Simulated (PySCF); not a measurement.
**ZnGa: bond curves at several levels of theory**

One table from this session's results is given with a row withheld; the runs are named, their logs left out.

The runs use PySCF 2.14.0; Zn pcseg-1, Ga pcseg-1, no relativity.

Set-up of the first run:

Settings of the job:

| Quantity | Value |
| --- | --- |
| atoms | Zn, Ga |
| charge | 0 |
| basis | Zn pcseg-1, Ga pcseg-1 |
| Hamiltonian | no relativity |
| basis functions | 58 |
| electrons treated | 61 |
| masses in u | 63.9291, 68.9256 |
| levels | PBE0, PBE, r²SCAN, TPSSh, MN15, BHandHLYP, LC-ωPBE, HF, MP2, SCS-MP2 |
| grid | 80 radial by 434 angular points |
| occupations | held fixed by the projection of orbital angular momentum |
| dissociation limit | Zn + Ga, each in its ground configuration |
| starting distance in angstrom | 2.395 |
| values of 2S to try | 1, 3 |

Started as:

```
OMP_NUM_THREADS=1 python dia.py task.json out
```

Steps of the session up to this table: The job; The PBE0 curve of the state that the search chose; Excited determinants; PBE; r²SCAN; TPSSh; MN15; BHandHLYP (global hybrid GGA); LC-ωPBE (range-separated hybrid); ROHF (mean field).

One of the session's tables, all rows but one given; the rest of the session is left out.

Energy (eV) from each level's lowest point:

```
R (Å)   ROHF  ROHF-MP2  ROHF-SCS-MP2    PBE  r²SCAN
2.339  0.670     0.230         0.288  0.195   0.135
2.448  0.451     0.099         0.141  0.072   0.036
2.557  0.302     0.031         0.058  0.015   0.000
2.638  0.223     0.008         0.024  0.000   0.000
2.720  0.164     0.000         0.007  0.002   0.014
2.802  0.120     0.003         0.000  0.014   0.038
2.910      ?         ?             ?      ?       ?
3.046  0.043     0.044         0.017  0.085   0.134
3.210  0.018     0.082         0.041  0.140   0.198
3.427  0.000     0.130         0.075  0.207   0.271
```

Q: Estimate the row for R (Å) = 2.910 from the others.

Worked estimate for «ROHF». A straight line through the neighbours (2.802, 0.120) and (3.046, 0.043) gives 0.120 + (0.043 − 0.120) × (2.910 − 2.802) / (3.046 − 2.802) = 0.086; a parabola fitted to 4 rows on both sides gives 0.080.

As computed: ROHF: 0.077; ROHF-MP2: 0.017; ROHF-SCS-MP2: 0.003; PBE: 0.042; r²SCAN: 0.079. In «ROHF» the line misses by +0.009 and the parabola by +0.003.

Caveats from the session: Lowest PBE0 solution found, without spin–orbit coupling: ²Π (doublet), unpaired electrons π ↑. Warnings in the runs' records: inverted.
